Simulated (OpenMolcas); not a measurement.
# CHClFGeN (SMILES N#[C][GeH]([F])[Cl]): levels of theory compared

Aim: a comparison of 6 runs (HF/STO-3G, HF/3-21G, M06-L/cc-pVDZ, revPBE/cc-pVDZ, MP2/cc-pVDZ, CCSD(T)/cc-pVDZ) of CHClFGeN. 

The calculation is run with OpenMolcas 26.06.

1 further run of the same task is left out (set aside as unsound or not needed).

## (1) Starting point

CHClFGeN: 6 atoms, total charge 0, spin state singlet. SMILES: `N#[C][GeH]([F])[Cl]`. The shape is that of a PBE0-D4/def2-TZVP optimisation.

Bond lengths: N1–C2 1.151 Å, C2–Ge3 1.913 Å, Ge3–F4 1.718 Å, Ge3–Cl5 2.113 Å, Ge3–H6 1.520 Å. Angles: N1–C2–Ge3 178.0°, C2–Ge3–F4 105.5°, C2–Ge3–Cl5 108.2°, F4–Ge3–Cl5 107.8°, C2–Ge3–H6 113.0°, F4–Ge3–H6 109.5°, Cl5–Ge3–H6 112.5°.

## (2) Energy and gradient at HF/STO-3G (run 1)

run.input reads:

```
>>> EXPORT MOLCAS_PRINT=2

&GATEWAY
  BasLib = $CurrDir
  Coord
  6
  angstrom
  N       -1.036900      -2.307000       0.030700
  C       -0.544000      -1.267300       0.040100
  Ge       0.237100       0.477900       0.107700
  F        1.896000       0.253800      -0.276600
  Cl      -0.627600       1.648100      -1.423900
  H        0.117300       1.130400       1.475800
  Basis = STO-3G
  Group = NoSym

&SEWARD

&SCF
  Thresholds = 1e-10 1e-07 1e-07 1e-05
  PrOrbitals = 1 2

&ALASKA
```

The basis set STO-3G is read from a file made from the Basis Set Exchange's data (not shown).

Command:

```sh
$ export MOLCAS_MEM=1860
$ pymolcas run.input > run.log
```

Output:

```text
--- Start Module: gateway ---
[...]
--- Stop Module: gateway /rc=_RC_ALL_IS_WELL_ ---
[...]
      Basis functions           43
[...]
--- Start Module: scf ---
[...]
       Convergence after  14 Iterations
[...]
::    Total SCF energy                              -2696.1716695031
[...]
      Total spin, S                                     0.0000000000
[...]
      Total electronic charge=   72.000000
      Total            charge=   -0.000000
[...]
      Dipole Moment (debye):
      Origin of the operator (angstrom)=    0.0689    0.3319   -0.2885
                   X=  1.1470E+00               Y=  1.5634E+00               Z=  2.3164E+00           Total=  3.0209E+00
      Quadrupole Moment (debye*angstrom):
[...]
--- Stop Module: scf /rc=_RC_ALL_IS_WELL_ ---
--- Start Module: alaska ---
[...]
 *              Molecular gradients               *
 **************************************************
  Irreducible representation: a
 ------------------------------------------------------------------------------------------
                              X                       Y                       Z
 ------------------------------------------------------------------------------------------
  N1                6.16012864031568E-03    1.61331234937414E-02    9.68582798978990E-04
  C2               -1.42541119626887E-02   -4.42453127840765E-02   -4.30805458563710E-03
  GE3              -2.13125253428332E-02    2.68125397487426E-02   -2.72735003613747E-02
  F4                2.26615779011397E-02   -5.13589401403358E-03   -3.99995783783602E-03
  CL5               4.87008736943295E-03   -6.50992388192151E-03    5.99078268379571E-03
  H6                1.87484339462451E-03    1.29454674376301E-02    2.86221473021229E-02
 ------------------------------------------------------------------------------------------
[...]
```

It took 2 s on 1 thread of Intel Xeon 6975P-C (Granite Rapids), shared host; peak memory 0.38 GiB.

## (3) Energy and gradient at HF/3-21G (run 2)

test.input reads:

```
* CHClFGeN Hartree-Fock
&GATEWAY
BasLib=$CurrDir
Coord
6
angstrom
N       -1.036900      -2.307000       0.030700
C       -0.544000      -1.267300       0.040100
Ge       0.237100       0.477900       0.107700
F        1.896000       0.253800      -0.276600
Cl      -0.627600       1.648100      -1.423900
H        0.117300       1.130400       1.475800
Basis=3-21G
Group=NoSym
&SEWARD
&SCF
Thresholds=1e-10 1e-07 1e-07 1e-05
PrOrbitals=1 2
&ALASKA
```

The basis set 3-21G is read from a file made from the Basis Set Exchange's data (not shown).

Command:

```sh
$ export MOLCAS_MEM=1860
$ pymolcas test.input > test.log
```

Output:

```text
--- Start Module: gateway ---
[...]
--- Stop Module: gateway /rc=_RC_ALL_IS_WELL_ ---
[...]
      Basis functions           64
[...]
--- Start Module: scf ---
[...]
       Convergence after  15 Iterations
[...]
::    Total SCF energy                              -2714.0194199862
[...]
      Total spin, S                                     0.0000000000
[...]
      Total electronic charge=   72.000000
      Total            charge=   -0.000000
[...]
      Dipole Moment (debye):
      Origin of the operator (angstrom)=    0.0689    0.3319   -0.2885
                   X=  3.4951E-02               Y=  1.7058E+00               Z=  2.5487E+00           Total=  3.0671E+00
      Quadrupole Moment (debye*angstrom):
[...]
--- Stop Module: scf /rc=_RC_ALL_IS_WELL_ ---
[...]
--- Start Module: alaska ---
[...]
 *              Molecular gradients               *
 **************************************************
  Irreducible representation: a
 ------------------------------------------------------------------------------------------
                              X                       Y                       Z
 ------------------------------------------------------------------------------------------
  N1               -1.14310444793553E-02   -2.26236185410578E-02    5.85594190290584E-04
  C2                1.20040313878587E-02    1.77533353730697E-02   -2.10572709478041E-03
  GE3              -3.91479808342963E-02    2.55796115079836E-02   -2.05060345927848E-02
  F4                2.24799276375052E-02   -4.12851003101355E-03   -5.73395684639078E-03
  CL5               1.47363110488143E-02   -1.86402824798542E-02    2.32817168951378E-02
  H6                1.35875523943163E-03    2.05946417073433E-03    4.47840744853956E-03
 ------------------------------------------------------------------------------------------
[...]
```

Wall time 2.8 s (1 thread of Intel Xeon 6975P-C (Granite Rapids), shared host); peak memory 0.4 GiB.

Runs 3 to 5 aren't shown in full; the table further down has their settings and results.

## (4) The energy at CCSD(T)/cc-pVDZ (run 6)

job.inp reads:

```
&GATEWAY
  BasLib
  $CurrDir
  Coord
  6
  angstrom
  N       -1.036900      -2.307000       0.030700
  C       -0.544000      -1.267300       0.040100
  Ge       0.237100       0.477900       0.107700
  F        1.896000       0.253800      -0.276600
  Cl      -0.627600       1.648100      -1.423900
  H        0.117300       1.130400       1.475800
  Basis
  cc-pVDZ
  Group
  NoSym

&SEWARD

&SCF
  Thresholds
  1e-10 1e-07 1e-07 1e-05
  PrOrbitals
  1 1

&RASSCF
  FileOrb
  $Project.ScfOrb
  Spin
  1
  Nactel
  0 0 0
  Inactive
  36
  Ras2
  0
  OutOrbitals
  Canonical
  OrbListing
  Nothing

&MOTRA
  JobIph
  Frozen
  17

&CCSDT
  CCT
  Triples
  2
  Iterations
  80
  Accuracy
  1e-08
  Extrapolation
  5 4
```

The basis set cc-pVDZ is read from a file made from the Basis Set Exchange's data (not shown).

Command:

```sh
$ export MOLCAS_MEM=1860
$ pymolcas job.inp > job.log
```

Output:

```text
--- Start Module: gateway ---
[...]
--- Stop Module: gateway /rc=_RC_ALL_IS_WELL_ ---
[...]
      Basis functions           92
[...]
       Convergence after  15 Iterations
[...]
::    Total SCF energy                              -2727.2592892632
[...]
      Total spin, S                                     0.0000000000
[...]
      Number of active orbitals                  0
[...]
      Spin quantum number                      0.0
[...]
      Active orbitals                            0
[...]
      Number of CSFs                             1
[...]
      Number of root(s) required                 1
[...]
      Convergence after  4 iterations
[...]
      Natural orbitals and occupation numbers for root  1
      ************************************************************************************************************************
      *                                                    Final results                                                     *
      ************************************************************************************************************************
[...]
::    RASSCF root number  1 Total energy:  -2727.25928926
[...]
      Total electronic charge=   72.000000
      Total            charge=   -0.000000
[...]
      Dipole Moment (debye):
      Origin of the operator (angstrom)=    0.0689    0.3319   -0.2885
                   X= -2.2690E-01               Y=  2.5062E+00               Z=  1.7935E+00           Total=  3.0902E+00
      Quadrupole Moment (debye*angstrom):
[...]
--- Start Module: motra ---
[...]
--- Stop Module: motra /rc=_RC_ALL_IS_WELL_ ---
--- Start Module: ccsdt ---
[...]
      Convergence after                    17  Iterations
      Total energy (diff) :   -2727.98724699       0.00000000
[...]
 METHOD                       : CCSD+T(CCSD)+<T3(1)WT1> = CCSD(T)
[...]
       CCSD     =     -2727.9872469890515
[...]
```

Wall time 81 s (1 thread of Intel Xeon 6975P-C (Granite Rapids), shared host); peak memory 0.5 GiB.

## (5) The series

```csv
run,level,integration grid,task,energy (Eh),dipole moment (D) of the reference,HOMO energy (eV),LUMO energy (eV),wall time
1,HF/STO-3G,–,gradient,-2696.171670,3.02,-11.14,6.92,2 s
2,HF/3-21G,–,gradient,-2714.019420,3.07,-13.50,2.16,2.8 s
3,M06-L/cc-pVDZ,UltraFine,gradient,-2730.464677,2.84,-8.82,-1.97,32 s
4,revPBE/cc-pVDZ,UltraFine,gradient,-2730.233626,2.64,-8.33,-2.11,27 s
5,MP2/cc-pVDZ,–,energy,-2727.963157,3.09,-13.42,2.23,6.9 s
6,CCSD(T)/cc-pVDZ,–,energy,-2728.009807,3.09,-13.42,2.23,81 s
```

## (6) What came out

| quantity | value |
| --- | --- |
| run 6: total energy | -2728.00981 Eh |
| run 6: dipole moment (mean-field density) | 3.09 D |
| run 6: HOMO energy (Hartree–Fock orbitals) | -13.42 eV |
| run 6: LUMO energy (Hartree–Fock orbitals) | 2.23 eV |
| run 6: HOMO–LUMO gap (Hartree–Fock orbitals) | 15.65 eV |
| run 6: correlation energy (17 core orbitals frozen) | -750.5 mEh |
| run 6: (T) correction | -22.56 mEh |

Over runs 1, 2, 3, 4 the dipole moment (its size) runs from 2.64 D (revPBE/cc-pVDZ) to 3.07 D (HF/3-21G). The two ends differ in method and basis. Over runs 1, 2, 3, 4 the HOMO–LUMO gap runs from 6.22 eV (revPBE/cc-pVDZ) to 18.06 eV (HF/STO-3G). Totals of different functionals can't be ranked against each other. In run 1 the basis is minimal, so the values are rough. All runs together took 2.5 min, the longest 81 s.
